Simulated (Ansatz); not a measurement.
**BeSe5: properties of a relaxed candidate**

The task, for BeSe5: compute bands, density of states and charges.

Method: DFT PBE, scalar-relativistic, plane waves, PAW, in Ansatz 0.2.0.

1 further run of the same task is left out (set aside as unsound or not needed). Runs told in other sessions of the task aren't counted.

### 1 The system as given

It takes space group P6/mmm (No. 191, hexagonal). The conventional cell has a = 9.264 Å, b = 9.264 Å, c = 2.676 Å, α = 90.00°, β = 90.00°, γ = 120.00°. Be (site symmetry 6/mmm) is surrounded by 2 Be at 2.68 Å. Se (site symmetry -6m2) is surrounded by 5 Se at 2.67 to 2.68 Å. Around Se (site symmetry mmm) lie 4 Se at 2.67 to 2.68 Å.

As a file:

```
Be Se
1.0
     9.26365    0.00000    0.00000
    -4.63183    8.02256    0.00000
     0.00000    0.00000    2.67566
Be Se
1 5
Direct
  0.00000 0.00000 0.00000
  0.33333 0.66667 0.00000
  0.66667 0.33333 0.00000
  0.50000 0.00000 0.00000
  0.00000 0.50000 0.00000
  0.50000 0.50000 0.00000
```

The cell was relaxed beforehand at this level, from a generated guess; it needn't be the stable form of this composition. At a tolerance of 0.05 Å it has space group P6/mmm (No. 191); it has 33.14 Å³/atom, an uncorrected energy of +0.62 eV/atom over the elements.

### 2 Static run: bands, density of states and charges

Input file input.yaml:

```yaml
crystal:
  lattice:
    - [9.263653469, 0.0, 0.0]
    - [-4.6318267345, 8.022559236, 0.0]
    - [0.0, 0.0, 2.6756617321]
  atoms:
    - { symbol: Be, position: [0.0, 0.0, 0.0] }
    - { symbol: Se, position: [0.3333333333, 0.6666666667, 0.0] }
    - { symbol: Se, position: [0.6666666667, 0.3333333333, 0.0] }
    - { symbol: Se, position: [0.5, 0.0, 0.0] }
    - { symbol: Se, position: [0.0, 0.5, 0.0] }
    - { symbol: Se, position: [0.5, 0.5, 0.0] }
basis:
  ecutwfc: 420
kpoints:
  mp_grid: { grid: [6, 6, 14] }
  band_path:
    path:
      - [[0.0, 0.0, 0.0], [0.5, 0.0, 0.0], [0.33333333, 0.33333333, 0.0], [0.0, 0.0, 0.0], [0.0, 0.0, 0.5], [0.5, 0.0, 0.5], [0.33333333, 0.33333333, 0.5], [0.0, 0.0, 0.5]]
      - [[0.5, 0.0, 0.5], [0.5, 0.0, 0.0]]
      - [[0.33333333, 0.33333333, 0.5], [0.33333333, 0.33333333, 0.0]]
    npoints: 14
hamiltonian:
  xc: pbe
scf:
  occupations: { method: gaussian, width: 0.1 }
  n_extra_bands: 15
output:
  forces: true
  stress: true
  eigenvalues: true
  populations: true
  dos: { projected: true, de: 0.02, nscf_kmesh: { grid: [8, 8, 17] } }
  bader: true
  write_density: true
  write_potential: true
  elf: true
  volumetric_format: npy
```

The run is started by

```bash
$ ansatz run input.yaml --threads 1 --pin off --max-ram 2560MiB --backend cpu --events-out ev --progress --plain --runs-dir out
```

Output:

```text
Warning: RAYON_NUM_THREADS=1 ignored (pool sized by the plan → 1); use --threads N
scf.n_extra_bands = 15 over 41 filled bands (N_el = 82.0): the run solves 56 bands
Engine: ansatz 0.2.0, x86_64-unknown-linux-gnu
Pseudopotentials: kind: paw
Pseudopotential: Be, paw, valence charge 2, recommended cutoff 420 eV (normal), Be.paw.azcp
Pseudopotential: Se, paw, valence charge 16, recommended cutoff 420 eV (normal), Se.paw.azcp
Functional definition: PBE
  parameter kappa = 0.804
  parameter beta = 0.06672455060314922
  exchange = pbe_x(kappa = kappa, mu = beta*pi^2/3)
  correlation = pbe_c(beta = beta)
Crystal: 6 atoms, lattice volume = 198.850 Å³
Basis set: ecut = 420 eV, 3861 PW (Γ), exchange–correlation on 128×128×36 points (8 copies of the dense FFT grid, shifted against one another)
Bands: 56, of which v1, the nominal top of the filled ones, is band 41 counted from 1 (40 counted from 0)
Symmetry: 24 space group operations
Space group: P6/mmm (ITA 191), of the structure as read, at distance tolerance 5.8e-5 Å
k-points: 56 of 504
Non-local potential: Be, projectors of the file, l = 0: 2, l = 1: 2, l = 2: 1
Non-local potential: Se, projectors of the file, l = 0: 2, l = 1: 2, l = 2: 3, l = 3: 1
PAW form: soft (Blöchl's): semilocal exchange-correlation on the pseudo side does not see the compensation charge
PAW one-centre angular grid: Be, 110 points (default); XC on 64 Gauss nodes
PAW one-centre angular grid: Se, 590 points (default); XC on 64 Gauss nodes
Initial density: superposition of atomic densities (neutral atoms: chi_scale 0, normalization atom), corrected by the library's trained network
Initial wavefunctions: pseudopotential atomic-orbital guess
Functional: x = pbe(κ = 0.804, μ = 0.2195149727645171), c = pbe(β = 0.06672455060314922)
SCF iter   1: F=—  HF=-27434.506555 eV  |F-HF|=—  |Δ(HF+E_count)|=         —  Δρ=5.86e-3  dr2=4.67e-1  ethr=1.77e-3  ⟨swp⟩=6.7  Hψ=12612  notcnv=0  defer=116
preconditioner: auto → LDOS  [metal: Δε(μ)=0.056 eV  Ē_g=10.946 eV  σ=0.100 eV  W_gap=0.31  n_scr=38 (ndim 8)  ℏωp=14.9 eV  f_vac=0.292  D(μ)=3.04/eV (n_scr^D=18)  β→1.0]
SCF iter   2: F=—  HF=-27434.463683 eV  |F-HF|=—  |Δ(HF+E_count)|=   4.29e-2  Δρ=9.32e-4  dr2=6.64e-3  ethr=5.70e-4  ⟨swp⟩=2.0  Hψ=3850  notcnv=0  defer=423
SCF iter   3: F=—  HF=-27434.463015 eV  |F-HF|=—  |Δ(HF+E_count)|=   6.68e-4  Δρ=3.07e-4  dr2=1.32e-3  ethr=8.09e-6  ⟨swp⟩=2.0  Hψ=2967  notcnv=0  defer=423
SCF iter   4: F=—  HF=-27434.462858 eV  |F-HF|=—  |Δ(HF+E_count)|=   1.57e-4  Δρ=1.42e-4  dr2=2.48e-4  ethr=1.61e-6  ⟨swp⟩=2.8  Hψ=4351  notcnv=0  defer=423
SCF iter   5: F=—  HF=-27434.462802 eV  |F-HF|=—  |Δ(HF+E_count)|=   5.66e-5  Δρ=1.76e-5  dr2=1.58e-6  ethr=3.02e-7  ⟨swp⟩=2.0  Hψ=4320  notcnv=0  defer=423
SCF iter   6: F=—  HF=-27434.462852 eV  |F-HF|=—  |Δ(HF+E_count)|=   5.01e-5  Δρ=2.67e-6  dr2=2.16e-8  ethr=1.22e-10  ⟨swp⟩=15.3  Hψ=28033  notcnv=0
SCF iter   7: F=-27434.462852 eV  HF=-27434.462852 eV  |F-HF|=2.16e-9  |Δ(HF+E_count)|=   2.39e-8  Δρ=6.24e-7  dr2=3.58e-9  ethr=2.63e-11  ⟨swp⟩=5.5  Hψ=15165  notcnv=0
SCF 1 converged in 7 iterations: F = -27434.462852 eV  dr2 = 3.58e-9
NSCF: frozen V_eff on 129 k-points
NSCF: frozen V_eff on 90 k-points
SCF converged after 7 iterations
Free energy (F): -27434.462852 eV
Harris-Foulkes:  -27434.462852 eV  (|F-HF|=2.16e-9)
Internal energy: -27434.448878 eV  (E = F + TS)
E sigma→0 (E₀):  -27434.455865 eV
Entropy (-TS):   -0.013974 eV (-2.329 meV/atom)
Fermi energy:    4.021718 eV
--- Per-component energies (eV) ---
  E_band       = -2283.445576
  E_kinetic    = 595.790287
  E_local      = -19507.467599  (includes V_loc(G=0)·N_el)
  E_nonlocal   = -2965.321413
  E_hartree    = 9505.046996
  E_xc         = -533.083330
  E_vxc        = -501.276764  (∫ρ·V_xc dr)
  E_paw        = -9620.042111  (= ΣΔE_a)
  E_vpaw       = 1084.733336  (= ΣTr[D̂ρ^β])
  E_aug_tail   = -0.003040  (compensation charges beyond the density's cutoff)
  E_ewald      = -4909.368668
  E_smearing   = -0.013974  (= −TS)
  E_closure    = -0.000000  (closes the sum)
  Σ components = -27434.462852   (vs F -27434.462852, Δ=0.00e0)
--- Forces (eV/Å), atoms counted from 1 ---
  atom   1  Be     0.00000000     0.00000000     0.00000000
  atom   2  Se    -0.00000000     0.00000000    -0.00000000
  atom   3  Se    -0.00000000    -0.00000000     0.00000000
  atom   4  Se     0.00000000     0.00000000     0.00000000
  atom   5  Se     0.00000000     0.00000000     0.00000000
  atom   6  Se     0.00000000     0.00000000     0.00000000
  max |Σ_I F_I| component: 6.94e-18 eV/Å
--- Stress (GPa, compression-positive) ---
       -0.034508       0.000000      -0.000000
        0.000000      -0.034508      -0.000000
       -0.000000      -0.000000       0.004940
  P = ⅓ Tr σ = -0.0214 GPa (-0.214 kbar)
--- Band table (eV; the first three rows and the last of 56) ---
  k-point 0: bands = ["-44.8198", "-44.8196", "-44.7726", "-44.7726", "-44.7726", "-44.7726", "-44.7247", "-44.7247", "-44.7242", "-44.7242", "-44.1470", "-44.1467", "-44.1467", "-44.1242", "-44.1242", "-44.1242", "-43.9260", "-43.9260", "-43.9260", "-43.8766", "-43.8766", "-43.8766", "-43.8363", "-43.8362", "-43.8362", "-11.9328", "-11.0330", "-10.1705", "-10.1705", "-8.4531", "-2.4190", "-2.4190", "0.9962", "0.9962", "1.0620", "1.0620", "1.1501", "1.6079", "2.1096", "5.6448", "5.6448", "6.0894", "6.0894", "6.9943", "7.6338", "8.4014", "8.4014", "8.5667", "8.8336", "8.8336", "9.3336", "11.8590", "11.8590", "12.5226", "12.6292", "12.6292"]
  k-point 1: bands = ["-44.8176", "-44.8173", "-44.7733", "-44.7733", "-44.7732", "-44.7732", "-44.7247", "-44.7247", "-44.7242", "-44.7242", "-44.1454", "-44.1451", "-44.1451", "-44.1249", "-44.1248", "-44.1248", "-43.9260", "-43.9259", "-43.9259", "-43.8772", "-43.8772", "-43.8772", "-43.8356", "-43.8355", "-43.8355", "-11.8436", "-10.9439", "-10.0809", "-10.0809", "-8.3626", "-2.3367", "-2.3367", "1.0776", "1.0776", "1.1489", "1.1489", "1.2317", "1.6924", "2.1886", "5.7376", "5.7376", "6.0453", "6.1656", "6.1656", "6.7535", "7.5125", "7.5125", "8.5666", "8.6582", "8.9443", "8.9443", "11.9713", "11.9713", "12.6288", "12.6827", "12.6827"]
  k-point 2: bands = ["-44.8113", "-44.8111", "-44.7750", "-44.7750", "-44.7749", "-44.7749", "-44.7245", "-44.7245", "-44.7240", "-44.7240", "-44.1409", "-44.1407", "-44.1407", "-44.1266", "-44.1265", "-44.1265", "-43.9258", "-43.9258", "-43.9258", "-43.8789", "-43.8789", "-43.8789", "-43.8335", "-43.8335", "-43.8335", "-11.5797", "-10.6802", "-9.8153", "-9.8153", "-8.0940", "-2.0952", "-2.0952", "1.3157", "1.3157", "1.4050", "1.4050", "1.4757", "1.9409", "2.4126", "4.1375", "4.9356", "5.6831", "5.6831", "6.0121", "6.0121", "6.3894", "6.3894", "6.8748", "8.9220", "9.2410", "9.2410", "12.2810", "12.2810", "12.4042", "12.7828", "12.7828"]
  k-point 55: bands = ["-44.7851", "-44.7851", "-44.7851", "-44.7850", "-44.7744", "-44.7744", "-44.7236", "-44.7234", "-44.7234", "-44.7232", "-44.1368", "-44.1368", "-44.1367", "-44.1160", "-44.1160", "-44.1159", "-43.9249", "-43.9249", "-43.9249", "-43.8890", "-43.8890", "-43.8890", "-43.8203", "-43.8203", "-43.8203", "-8.8558", "-8.8558", "-7.3577", "-6.3640", "-6.3640", "-2.7284", "-2.7284", "-1.4507", "-0.6937", "-0.6937", "-0.0728", "1.1853", "1.1853", "2.6574", "3.8318", "3.8318", "4.3392", "4.5687", "6.2092", "6.6717", "6.6717", "7.4242", "8.3381", "8.8371", "8.8371", "9.0787", "9.0787", "9.6025", "10.9934", "10.9934", "12.7541"]
--- Löwdin populations: 6 sites ---
  site symbol       q [e]
     0     Be      1.5583
     1     Se     15.8641
     2     Se     15.8641
     3     Se     16.0743
     4     Se     16.0743
     5     Se     16.0743
  spilling = 0.005982 (of n_electrons = 82.000000)
--- Bader charges: 6 sites ---
  site symbol  charge [e]  shift [e]
     0     Be      0.1600     0.0000
     1     Se      0.0173     0.0000
     2     Se      0.0173     0.0000
     3     Se     -0.0649     0.0000
     4     Se     -0.0649     0.0000
     5     Se     -0.0649     0.0000
  estimated error of the sums over rays = 1.8e-4 e
```

Wall time 2.1 min (1 thread of Intel Xeon at 2.80GHz (Skylake/Cascade Lake), shared host); peak memory 1.1 GiB.

Per atom:

| atom | Löwdin electrons | Bader charge (e) | Bader volume (Å³) |
| --- | --- | --- | --- |
| Be1 | 1.56 | +0.16 | 38.0 |
| Se2 | 15.86 | +0.02 | 24.6 |
| Se3 | 15.86 | +0.02 | 24.6 |
| Se4 | 16.07 | -0.06 | 32.6 |
| Se5 | 16.07 | -0.06 | 32.6 |
| Se6 | 16.07 | -0.06 | 32.6 |

The Löwdin counts miss 0.49 of the 82 electrons, which the atomic orbitals do not span, so they are no charges.

From bands.tsv, the levels nearest the Fermi level at the path's corners, in eV from the Fermi level:

| point | band 38 | band 39 | band 40 | band 41 | band 42 | band 43 | band 44 | band 45 |
| --- | --- | --- | --- | --- | --- | --- | --- | --- |
| Γ | -2.41 | -1.91 | 1.62 | 1.62 | 2.07 | 2.07 | 2.97 | 3.61 |
| M | -1.88 | 0.16 | 0.46 | 1.35 | 1.49 | 1.57 | 3.12 | 3.31 |
| K | -1.64 | 0.42 | 0.42 | 1.17 | 1.42 | 1.42 | 3.21 | 3.21 |
| Γ | -2.41 | -1.91 | 1.62 | 1.62 | 2.07 | 2.07 | 2.97 | 3.61 |
| A | -0.67 | -0.67 | -0.40 | -0.40 | 0.00 | 0.33 | 0.48 | 2.09 |
| L | -2.43 | -1.19 | -0.31 | -0.14 | 0.32 | 0.44 | 2.15 | 2.40 |
| H | -2.84 | -1.36 | -0.19 | -0.19 | 0.32 | 0.55 | 2.19 | 2.65 |
| A | -0.67 | -0.67 | -0.40 | -0.40 | 0.00 | 0.33 | 0.48 | 2.09 |
| L | -2.43 | -1.19 | -0.31 | -0.14 | 0.32 | 0.44 | 2.15 | 2.40 |
| M | -1.88 | 0.16 | 0.46 | 1.35 | 1.49 | 1.57 | 3.12 | 3.31 |
| H | -2.84 | -1.36 | -0.19 | -0.19 | 0.32 | 0.55 | 2.19 | 2.65 |
| K | -1.64 | 0.42 | 0.42 | 1.17 | 1.42 | 1.42 | 3.21 | 3.21 |

States per cell in windows of 1 eV, from dos.tsv and pdos.tsv (zero at the Fermi level):

```
from  to  total  Be 2s  Se 4p
  -8  -7   0.00   0.00   0.00
  -7  -6   1.39   0.00   1.37
  -6  -5   2.39   0.00   2.30
  -5  -4   2.92   0.00   2.80
  -4  -3   3.10   0.06   2.84
  -3  -2   4.72   0.85   3.63
  -2  -1   3.78   0.36   3.18
  -1   0   3.68   0.26   3.07
   0   1   2.38   0.04   1.93
   1   2   3.56   0.00   2.29
   2   3   4.14   0.27   2.47
   3   4   2.72   0.06   1.73
   4   5   2.70   0.06   0.68
   5   6   2.78   0.02   0.10
```

Below -8 eV lie 60 or so more states.

Density in a lattice plane of the grid's cell (edges 9.26 and 9.26 Å, at 0.000 of the third edge), which holds Be and Se.

Ten even steps from '0' (0.00 e/Å³) to '9' (41.44 e/Å³):
```
000000000002200000000000
000000000000000000000000
000000000000000000000000
000000000000000000000000
000000000000000000000000
000000004300000000000000
000000037200000000000000
000000010000000000000000
220000000000120000000000
920000000003930000000002
200000000002100000000002
000000000000000001000000
000000000000000273000000
000000000000000340000000
000000000000000000000000
000000000000000000000000
000000000000000000000000
000000000000000000000000
000000000000220000000000
000000000003930000000000
```
Columns run along the first of these edges and rows up along the second, over one cell in 24 and 20 even steps from the bottom left corner. Atoms in the plane (fractional): Be at (0.00, 0.00), Se at (0.33, 0.67), Se at (0.67, 0.33), Se at (0.50, 0.00), Se at (0.00, 0.50), Se at (0.50, 0.50).

ELF in the same plane.

Values, 12 rows by 12 columns:
```
0.40 0.49 0.02 0.19 0.76 0.75 0.75 0.76 0.19 0.02 0.49 0.41
0.27 0.02 0.01 0.08 0.33 0.51 0.33 0.08 0.01 0.02 0.27 0.49
0.03 0.19 0.08 0.53 0.79 0.79 0.53 0.08 0.18 0.02 0.02 0.02
0.81 0.76 0.33 0.79 0.17 0.78 0.36 0.75 0.81 0.18 0.01 0.19
0.88 0.75 0.51 0.79 0.78 0.53 0.74 0.89 0.75 0.08 0.08 0.76
0.16 0.75 0.33 0.53 0.36 0.74 0.17 0.74 0.36 0.53 0.33 0.75
0.88 0.76 0.08 0.08 0.75 0.89 0.74 0.53 0.78 0.79 0.51 0.75
0.81 0.19 0.01 0.18 0.81 0.75 0.36 0.78 0.17 0.79 0.33 0.76
0.03 0.02 0.02 0.02 0.18 0.08 0.53 0.79 0.79 0.53 0.08 0.19
0.27 0.49 0.27 0.02 0.01 0.08 0.33 0.51 0.33 0.08 0.01 0.02
0.40 0.41 0.49 0.02 0.19 0.76 0.75 0.75 0.76 0.19 0.02 0.49
0.00 0.40 0.27 0.03 0.81 0.88 0.16 0.88 0.81 0.03 0.27 0.40
```
Columns run along the first of these edges and rows up along the second, over one cell in 12 and 12 even steps from the bottom left corner. Atoms in the plane (fractional): Be at (0.00, 0.00), Se at (0.33, 0.67), Se at (0.67, 0.33), Se at (0.50, 0.00), Se at (0.00, 0.50), Se at (0.50, 0.50).

Both are smooth fields of the valence electrons: close to the nuclei they are not physical.

Outside the cores ELF peaks at 1.00 on the Be–Be line, 1.1 Å from Be; 1.00 in the shell around Be, 0.8 Å from Be; 0.90 beside Se, off the lines to its neighbours, 0.9 Å from Se.

### 3 A further run, with the input changed

Input file input.yaml:

```yaml
crystal:
  lattice:
    - [9.263653469, 0.0, 0.0]
    - [-4.6318267345, 8.022559236, 0.0]
    - [0.0, 0.0, 2.6756617321]
  ATOMS:
    - { symbol: Be, position: [0.0, 0.0, 0.0] }
    - { symbol: Se, position: [0.3333333333, 0.6666666667, 0.0] }
    - { symbol: Se, position: [0.6666666667, 0.3333333333, 0.0] }
    - { symbol: Se, position: [0.5, 0.0, 0.0] }
    - { symbol: Se, position: [0.0, 0.5, 0.0] }
    - { symbol: Se, position: [0.5, 0.5, 0.0] }
basis:
  ecutwfc: 420
kpoints:
  mp_grid: { grid: [6, 6, 14] }
hamiltonian:
  xc: pbe
scf:
  occupations: { method: gaussian, width: 0.1 }
  max_iter: 80
output:
  forces: true
  eigenvalues: true
  stress: true
```

The run is started by

```bash
$ ansatz run input.yaml --threads 1 --pin off --max-ram 2560MiB --backend cpu --events-out ev --progress --plain --runs-dir out
```

Output:

```text
Error: YAML parse error: error: line 6 column 3: unknown field `ATOMS`, expected one of checkpoint, saddle_side, structure_sha256, lattice, periodic, space_group, setting, atoms, reduce_to_primitive, conventional_axes, supercell, defects, symmetry, host
 --> <input>:6:3
  |
4 |     - [-4.6318267345, 8.022559236, 0.0]
5 |     - [0.0, 0.0, 2.6756617321]
6 |   ATOMS:
  |   ^ unknown field `ATOMS`, expected one of checkpoint, saddle_side, structure_sha256, lattice, periodic, space_group, setting, atoms, reduce_to_primitive, conventional_axes, supercell, defects, symmetry, host
7 |     - { symbol: Be, position: [0.0, 0.0, 0.0] }
8 |     - { symbol: Se, position: [0.3333333333, 0.6666666667, 0.0] }
  |
```

It took 0.02 s on 1 thread of Intel Xeon at 2.80GHz (Skylake/Cascade Lake), shared host; peak memory 0.026 GiB.

### 4 Why it ended so

The run ended at the input check. Its message: «line 6 column 3: unknown field `ATOMS`, expected one of checkpoint, saddle_side, structure_sha256, lattice, periodic, ...»

A key is misspelt, and the program accepts no key that it doesn't know.

What to do: spell the key as the program lists it.

### 5 Summary of results

| quantity | value |
| --- | --- |
| gap | none (metal) |
| states at the Fermi level | 2.62 per eV per cell |
| Bader charges | Be +0.16, Se -0.06 to +0.02 e |

There is no gap at this level. Of the projected weight within 0.25 eV of the Fermi level, the largest part is Se 4p (90 %). The projections leave out shells that the potentials don't hold, such as empty d states. Bader charges go up to 0.2 e. Spin polarisation is off in the runs that give these values; a magnetic solution could lie lower.
